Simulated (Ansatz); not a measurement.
# AlH3 + NH3 + NH3: a complex and its separated parts

Aim: how far the complex at one end of a reaction step lies below its separated, relaxed parts, level by level.

Computed with Ansatz 0.2.0, Gaussian basis. Level: PBE0-D4/def2-TZVP structures, single points in def2-TZVPP, no counterpoise correction.

Levels: SPW92, PBE-D4, BLYP-D4, r2SCAN-D4, B97M-V, PBE0-D4, B3LYP-D4, r2SCAN0-D4, BHLYP-D4, CAM-B3LYP-D4, wB97X-V, wB97M-V, B2PLYP, PBE-QIDH, RPA on PBE, Hartree-Fock, MP2, CCSD, CCSD(T).

Correlated methods freeze the cores. B3LYP uses VWN-RPA correlation. B2PLYP carries no dispersion term here.

25 further runs of the same task are left out: 25 set aside as unsound or not needed.

### 1 Starting geometry

The complex: 12 atoms, charge 0, spin multiplicity 1.

Atoms are counted from 1 here; the program's logs count them from 0.

Bond lengths: Al1–H2 1.617 Å, Al1–H3 1.604 Å, Al1–H4 1.604 Å, Al1–N6 2.038 Å, H5–N6 1.038 Å, N6–H9 1.014 Å, N6–H10 1.014 Å, H7–N8 1.018 Å, N8–H11 1.013 Å, N8–H12 1.013 Å. Angles: H2–Al1–H3 115.4°, H2–Al1–H4 115.4°, H2–Al1–N6 100.9°, H3–Al1–H4 117.8°, H3–Al1–N6 101.7°, H4–Al1–N6 101.7°, Al1–N6–H5 109.2°, Al1–N6–H9 111.3°, Al1–N6–H10 111.3°, H5–N6–H9 108.6°, H5–N6–H10 108.6°, H9–N6–H10 107.6°, H7–N8–H11 107.5°, H7–N8–H12 107.5°, H11–N8–H12 107.3°.

As a file:

```xyz
12

Al   -0.9217   -0.6922   -1.3708
H     0.3855    0.1673   -1.7784
H    -0.7979   -2.2767   -1.5889
H    -2.3304    0.0005   -1.7014
H    -0.0361    0.0222    0.9375
N    -0.8578   -0.5485    0.6611
H     1.5210    1.0153   -0.2175
N     1.5465    1.0872    0.7977
H    -0.7779   -1.4622    1.0934
H    -1.6950   -0.1083    1.0263
H     2.4396    0.7238    1.1071
H     1.5241    2.0717    1.0340
```

Its parts: AlH3 holds atoms 1, 2, 3, 4; NH3 holds atoms 5, 6, 9, 10; NH3 holds atoms 7, 8, 11, 12. Each part counts its atoms afresh in its own runs.

### 2 Relaxing AlH3 alone

Contents of relax-a/in.yaml:

```yaml
crystal:
  periodic: [false, false, false]
  atoms:
    - {symbol: Al, position_ang: [-0.921681, -0.692195, -1.370845]}
    - {symbol: H, position_ang: [0.385489, 0.167346, -1.778353]}
    - {symbol: H, position_ang: [-0.797909, -2.276712, -1.588926]}
    - {symbol: H, position_ang: [-2.330434, 0.000514, -1.701351]}
basis:
  gaussian: {orbitals: def2-TZVP}
hamiltonian: {xc: pbe0, dispersion: d4}
relax: {f_tol: 0.005, max_steps: 200}
```

The command line of these runs was not kept.

Further steps of the session: Relaxing NH3 alone; Relaxing NH3 alone; wB97M-V/def2-TZVPP; CCSD(T)/def2-TZVPP; CCSD(T)/def2-QZVPP; Vibrations of AlH3; Vibrations of NH3; Vibrations of NH3.

**Question.** What will these runs give? Wanted: complex less parts, CCSD(T)/def2-TZVPP; with zero-point energy; largest T1 diagnostic.

**Answer**, as computed:

| quantity | value |
| --- | --- |
| complex less parts, CCSD(T)/def2-TZVPP | -1.736 eV |
| with zero-point energy | -1.490 eV |
| largest T1 diagnostic | 0.009 |

**Reading.** At CCSD(T) the complex lies 1.736 eV below its parts. Among the functionals B3LYP-D4 lands nearest to CCSD(T) (-0.007 eV) and SPW92 farthest (-0.542 eV). By rung, the mean size of the error is: LDA 0.542, GGA 0.076, meta-GGA 0.099, hybrid 0.078, range-separated hybrid 0.047, double hybrid 0.076 eV. PBE-D4 gives a relative energy 0.109 eV too low, outside chemical accuracy (1 kcal/mol, 0.043 eV). The complex's frequency run has imaginary modes: the structure is no minimum, so both the energy and the zero-point correction are in doubt. No counterpoise was applied, and triple zeta lacks some correlation, so the CCSD(T) reference has a basis error of its own, and close matches with it are partly luck.
